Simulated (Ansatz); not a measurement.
# CH₅FN₂OW: one species, many methods

An exercise on one series of results from a longer session: the logs are not shown, and one member is left open.

Method: functionals in def2-TZVPP, the program's frozen cores in correlated methods; program: Ansatz 0.2.0, Gaussian basis.

The runs, in order: LDA (SPW92), PBE-D4, revPBE-D4, BLYP-D4, r2SCAN-D4, B97M-V, PBE0-D4, B3LYP-D4, r2SCANh-D4, r2SCAN0-D4, HSE06-D4, BHLYP-D4, CAM-B3LYP-D4, LC-ωPBE, ωB97X-V, ωB97M-V, B2PLYP, PBE-QIDH; CCSD(T)/def2-SVP; CCSD(T)/def2-TZVPP; MP2/def2-QZVPP; extrapolation to the limit; RPA on PBE.

### The geometry

All runs share one geometry, relaxed beforehand with PBE0-D4 in a triple-zeta def2 set. W takes the def2 core potential; no spin-orbit term is included.

SMILES `C[O][W](=[NH])(=[NH])[F]`, 11 atoms, charge 0, spin multiplicity 1.

Atoms are counted from 1 here; the program's logs count them from 0.

Bond lengths: C1–O2 1.405 Å, C1–H7 1.094 Å, C1–H8 1.094 Å, C1–H9 1.093 Å, O2–W3 1.870 Å, W3–N4 1.745 Å, W3–N5 1.749 Å, W3–F6 1.879 Å, N4–H10 1.006 Å, N5–H11 1.008 Å. Angles: O2–C1–H7 109.6°, O2–C1–H8 111.1°, O2–C1–H9 108.7°, H7–C1–H8 109.3°, H7–C1–H9 108.8°, H8–C1–H9 109.3°, C1–O2–W3 136.7°, O2–W3–N4 108.6°, O2–W3–N5 107.2°, O2–W3–F6 112.1°, N4–W3–N5 110.9°, N4–W3–F6 109.1°, N5–W3–F6 108.8°, W3–N4–H10 160.6°, W3–N5–H11 153.0°.

Geometry (Å):

```mol
CH5FN2OW
  3D, bonds by distance, orders not assigned

 11 10  0  0  0  0  0  0  0  0999 V2000
   -0.2043   -1.2496    1.5406 C   0  0
    0.2442   -0.0039    1.0706 O   0  0
    0.0307    1.0245   -0.4762 W   0  0
    1.5927    1.2361   -1.2255 N   0  0
   -1.0560    0.1524   -1.5328 N   0  0
   -0.7084    2.7122   -0.1076 F   0  0
    0.6084   -1.9788    1.4798 H   0  0
   -1.0564   -1.6078    0.9556 H   0  0
   -0.5039   -1.1425    2.5860 H   0  0
    2.3428    1.1661   -1.8922 H   0  0
   -1.2898   -0.3088   -2.3983 H   0  0
  1  2  8  0
  2  3  8  0
  3  4  8  0
  3  5  8  0
  3  6  8  0
  1  7  8  0
  1  8  8  0
  1  9  8  0
  4 10  8  0
  5 11  8  0
M  END
```

The first run:

The input, in.yaml:

```yaml
crystal:
  periodic: [false, false, false]
  atoms:
    - {symbol: C, position_ang: [-0.204304, -1.249578, 1.540578]}
    - {symbol: O, position_ang: [0.244218, -0.003873, 1.070583]}
    - {symbol: W, position_ang: [0.030659, 1.024513, -0.476242]}
    - {symbol: N, position_ang: [1.592654, 1.236149, -1.225490]}
    - {symbol: N, position_ang: [-1.055966, 0.152369, -1.532824]}
    - {symbol: F, position_ang: [-0.708385, 2.712157, -0.107596]}
    - {symbol: H, position_ang: [0.608381, -1.978791, 1.479841]}
    - {symbol: H, position_ang: [-1.056375, -1.607814, 0.955639]}
    - {symbol: H, position_ang: [-0.503909, -1.142473, 2.586012]}
    - {symbol: H, position_ang: [2.342810, 1.166123, -1.892227]}
    - {symbol: H, position_ang: [-1.289793, -0.308790, -2.398285]}
basis:
  gaussian: {orbitals: def2-TZVPP}
hamiltonian: {xc: lda}
output: {orbitals: {seedname: orbitals}}
```

Started as:

```console
ansatz run in.yaml --threads 4 --pin off --events-out ev --progress --plain --max-ram 11315MiB
```

Among the steps run: LDA; PBE-D4 (GGA); revPBE-D4 (GGA); BLYP-D4 (GGA); r2SCAN-D4 (meta-GGA); B97M-V (meta-GGA); PBE0-D4 (hybrid); B3LYP-D4 (hybrid); r2SCANh-D4 (hybrid); r2SCAN0-D4 (hybrid); HSE06-D4 (hybrid); BHLYP-D4 (hybrid); CAM-B3LYP-D4 (range-separated); LC-ωPBE (range-separated); ωB97X-V (range-separated); ωB97M-V (range-separated); B2PLYP (double hybrid); PBE-QIDH (double hybrid).

One of the session's tables, all rows but one given; the rest of the session is left out.

It belongs to the step «Orbital energies across the functionals». 

```
  functional  HOMO (eV)  gap (eV)
 LDA (SPW92)      -6.47      4.49
      PBE-D4      -6.27      4.55
   revPBE-D4      -6.20      4.57
     BLYP-D4      -6.15      4.51
   r2SCAN-D4      -6.57      4.95
      B97M-V      -6.63      5.04
     PBE0-D4      -7.64      6.73
    B3LYP-D4      -7.41      6.25
  r2SCANh-D4      -7.08      5.77
  r2SCAN0-D4      -7.86      7.01
    HSE06-D4      -7.24      5.95
    BHLYP-D4      -8.91      8.93
CAM-B3LYP-D4      -9.00      9.16
     LC-ωPBE     -10.31     11.66
     ωB97X-V          ?         ?
     ωB97M-V      -9.89     11.08
```

Q: Estimate the row for ωB97X-V from the others.

**Answer.** HOMO (eV): -9.97; gap (eV): 11.23. In the column «HOMO (eV)» it lies between LC-ωPBE (-10.31) and ωB97M-V (-9.89).
